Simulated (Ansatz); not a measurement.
# GeH2: the cost of one run

Method: reference: DFT r2SCAN, plane waves, PAW, scalar-relativistic, no spin polarisation, in Ansatz 0.2.0.

2 further runs of the same task are left out: 1 that didn't finish, 1 set aside as unsound or not needed.

## 1. The starting structure

Symmetry: P4/nmm, No. 129, tetragonal system. Conventional cell: a = 3.012 Å, b = 3.012 Å, c = 6.169 Å, α = 90.00°, β = 90.00°, γ = 90.00°. H (site symmetry 4mm) has 4 Ge at 2.17 Å as nearest neighbours. Around H (site symmetry -4m2) lie 4 H at 2.13 Å and 4 Ge at 2.22 Å. Around Ge (site symmetry 4mm) lie 8 H at 2.17 to 2.22 Å.

Structure file:

```cif
data_structure
_symmetry_space_group_name_H-M 'P 1'
_symmetry_Int_Tables_number 1
_cell_length_a 3.0118
_cell_length_b 3.0118
_cell_length_c 6.1685
_cell_angle_alpha 90.000
_cell_angle_beta 90.000
_cell_angle_gamma 90.000
_cell_volume 55.95
loop_
_atom_site_label
_atom_site_type_symbol
_atom_site_fract_x
_atom_site_fract_y
_atom_site_fract_z
_atom_site_occupancy
H1 H 0.00000 0.50000 0.33000 1
H2 H 0.50000 0.00000 0.67000 1
H3 H 0.00000 0.00000 0.00000 1
H4 H 0.50000 0.50000 0.00000 1
Ge1 Ge 0.00000 0.50000 0.73500 1
Ge2 Ge 0.50000 0.00000 0.26500 1
```

## 2. Reference

The input, input.yaml:

```yaml
crystal:
  lattice:
    - [3.011784, 0.0, 0.0]
    - [0.0, 3.011784, 0.0]
    - [0.0, 0.0, 6.168541]
  atoms:
    - { symbol: H, position: [0.0, 0.5, 0.33] }
    - { symbol: H, position: [0.5, 0.0, 0.67] }
    - { symbol: H, position: [0.0, 0.0, 0.0] }
    - { symbol: H, position: [0.5, 0.5, 0.0] }
    - { symbol: Ge, position: [0.0, 0.5, 0.735] }
    - { symbol: Ge, position: [0.5, 0.0, 0.265] }
  symmetry: { tolerance: 0.0003 }
kpoints:
  mp_grid: { grid: [6, 6, 3], shift: [0, 0, 0] }
magnetization:
  spin_polarized: false
scf:
  occupations: { method: fermi_dirac }
hamiltonian:
  pseudopotentials: { kind: paw }
  xc: r2scan
basis:
  ecutwfc: 500
output:
  forces: true
  stress: true
  eigenvalues: true
```

Run with:

```console
$ ansatz run input.yaml --threads 1 --pin off --max-ram 2560MiB --backend cpu --events-out ev --progress --plain --runs-dir out
```

Q: Estimate wall time and peak memory on 1 thread of an x86-64 CPU, shared host.

About 3.3 s, with a peak of 0.48 GiB.
